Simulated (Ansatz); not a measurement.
# H6SiSn, SMILES [SiH3][SnH3]: energies of removing a hydrogen

Computed with the Ansatz DFT code, driven from Python.

At the Python prompt:
```pycon
>>> import ansatz as az
>>> def energy(molecule, charge=0, unpaired=0):
...     calc = (
...         molecule.calculation()
...         .basis(gaussian="x2c-TZVPPall")
...         .functional("b3lyp", dispersion="d3bj")
...     )
...     if charge:
...         calc = calc.charge(charge)
...     if unpaired:
...         calc = calc.spin("collinear", total=unpaired)
...     return calc.run(threads=1, backend="cpu").report["free_energy_ev"]
...
>>> def without(molecule, index):
...     rest = az.Crystal.molecule()
...     for i, site in enumerate(molecule.cartesian_sites):
...         if i != index:
...             rest = rest.atom(site.symbol, site.position_ang)
...     return rest
...
>>> geometry_ang = [
...     ("Si", (-0.585, 0.0836, -1.1137)),
...     ("Sn", (0.5808, -0.1365, 1.0575)),
...     ("H", (-2.0915, 0.3799, -0.8778)),
...     ("H", (-0.4137, -1.091, -1.9213)),
...     ("H", (-0.0628, 1.2548, -1.8876)),
...     ("H", (0.4106, 1.3472, 1.9996)),
...     ("H", (2.3081, -0.4288, 0.7501)),
...     ("H", (-0.0544, -1.4662, 1.9374)),
... ]
>>> h6sisn = az.Crystal.molecule()
>>> for symbol, xyz in geometry_ang:
...     h6sisn = h6sisn.atom(symbol, xyz)
...
>>> whole = energy(h6sisn, 0)
>>> hydrogen = energy(az.Crystal.molecule().atom("H", (0, 0, 0)), 0, 1)
>>> print(f"E(molecule) = {whole:.5f} eV, E(H) = {hydrogen:.5f} eV")
E(molecule) = -176069.77094 eV, E(H) = -13.66452 eV
>>> for index in [4, 7]:
...     radical = energy(without(h6sisn, index), 0, 1)
...     print(f"H{index}: homolysis {96.485332 * (radical + hydrogen - whole):.1f} kJ/mol")
...
H4: homolysis 383.9 kJ/mol
H7: homolysis 321.5 kJ/mol
```

Reading the output:
- Total energies depend on the basis set; only differences at equal settings carry meaning.
- The geometry is a force-field or estimated start, not a minimum of this method, and the basis set is short of its limit. All parts are taken at fixed geometry, without zero-point energy.
- b3lyp holds the VWN-RPA fit, as in Gaussian; the form of ORCA and Turbomole is b3lyp5.
- The spin-orbit lowering of heavy atoms is left out.
- Hardware and time: 26 s on 1 thread of Arm Neoverse V2, with other jobs on the host, peak memory 0.58 GiB.
